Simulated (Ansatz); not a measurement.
# SnSe2: the cost of one run

Computed with Ansatz 0.2.0 (DFT PBE+D3(BJ), scalar-relativistic, plane waves, PAW, unless a step's input says otherwise).

That is the level of the relaxation; later steps name their own.

## (1) The starting structure

Symmetry: P-3m1, No. 164, trigonal system. Conventional cell: a = 3.840 Å, b = 3.840 Å, c = 6.010 Å, α = 90.00°, β = 90.00°, γ = 120.00°. Sn (site symmetry -3m) has 6 Se at 2.73 Å as nearest neighbours. Se (site symmetry 3m) is surrounded by 3 Sn at 2.73 Å.

Coordinates:

```
Sn Se
1.0
     3.84006    0.00000    0.00000
    -1.92003    3.32559    0.00000
     0.00000    0.00000    6.00973
Sn Se
1 2
Cartesian
  0.0000 0.0000 0.0000
  0.0000 2.2171 1.5934
  1.9200 1.1085 4.4163
```

It is the result of an earlier relaxation at this level (volume 25.58 Å³/atom; gap on the mesh: 0.35 eV).

## (2) Levels with PBE+D3(BJ) on the hybrid's mesh

Contents of input.yaml:

```yaml
crystal:
  lattice:
    - [3.8400588335, 0.0, 0.0]
    - [-1.9200294167, 3.3255885018, 0.0]
    - [0.0, 0.0, 6.0097292652]
  atoms:
    - { symbol: Sn, position: [0.0, 0.0, 0.0] }
    - { symbol: Se, position: [0.3333333333, 0.6666666667, 0.2651382426] }
    - { symbol: Se, position: [0.6666666667, 0.3333333333, 0.7348617574] }
basis:
  ecutwfc: 420
kpoints:
  mp_grid: { grid: [6, 6, 4] }
  band_path:
    path:
      - [0.0, 0.0, 0.0]
      - [0.5, 0.0, 0.0]
      - [0.3333333333, 0.3333333333, 0.0]
      - [0.0, 0.0, 0.5]
      - [0.5, 0.0, 0.5]
      - [0.3333333333, 0.3333333333, 0.5]
      - [-0.075521, 0.148437, 0.0]
      - [0.0, 0.434896, 0.338542]
    npoints: 1
hamiltonian:
  xc: pbe
  dispersion: d3bj
scf:
  occupations: { method: gaussian, width: 0.02 }
  n_extra_bands: 4
output:
  forces: true
  stress: true
  eigenvalues: true
```

The run is started by

```console
> ansatz run input.yaml --threads 2 --pin off --max-ram 5120MiB --backend cpu --events-out ev --progress --plain --runs-dir out
```

What time and memory should one allow on 2 threads of Intel Xeon Platinum 8488C (Sapphire Rapids), shared host?

About 1.7 s, with a peak of 0.39 GiB.
